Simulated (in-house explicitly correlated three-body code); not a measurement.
**Two electrons around a charge of +1.295: exact states and exact Kohn–Sham parts**

One table from this session's results is given with a row withheld; the runs are named, their logs left out.

The numbers are computed with in-house explicitly correlated three-body code version 1 (two electrons, non-relativistic, variational in exponentially correlated functions), except any that are marked as measured or tabulated.

## Starting point

```
charge of the centre : +1.295
mass of the centre   : infinite
interactions         : Coulomb
basis                : 260 functions exp(−a r1 − b r2 − g r12) a state, exponent ranges optimised
units                : hartree and bohr; relativity and QED are left out
```

Set-up of the first run:

Settings:

```ini
Z = 1.295
interaction_strength = 1.0
functions = 260
states_tried = 13
```

The run is started by

```bash
python run_hyl.py task.json out
```

One table of the session follows, with a row left open; its other results are not shown here.

```
state  binding (eV)  excitation (eV)  ⟨r12⟩ (bohr)
 1 ¹S       4.93958                0         2.645
 2 ³S      0.583496          4.35609         10.57
 2 ¹S      0.446037          4.49354         13.79
 2 ³P      0.305234          4.63435         16.29
 2 ¹P      0.297076          4.64251         16.94
 3 ³S             ?                ?             ?
 3 ³P      0.134600          4.80498         41.29
 3 ¹P      0.131812          4.80777         42.32
 4 ³S      0.100429          4.83915         60.03
 4 ³P     0.0753220          4.86426         76.49
```

**Question.** Estimate the row for 3 ³S.

**Answer.** binding (eV): 0.200242; excitation (eV): 4.73934; ⟨r12⟩ (bohr): 30.19. In the column «binding (eV)» it lies between 3 ³P (0.134600) and 2 ¹P (0.297076).
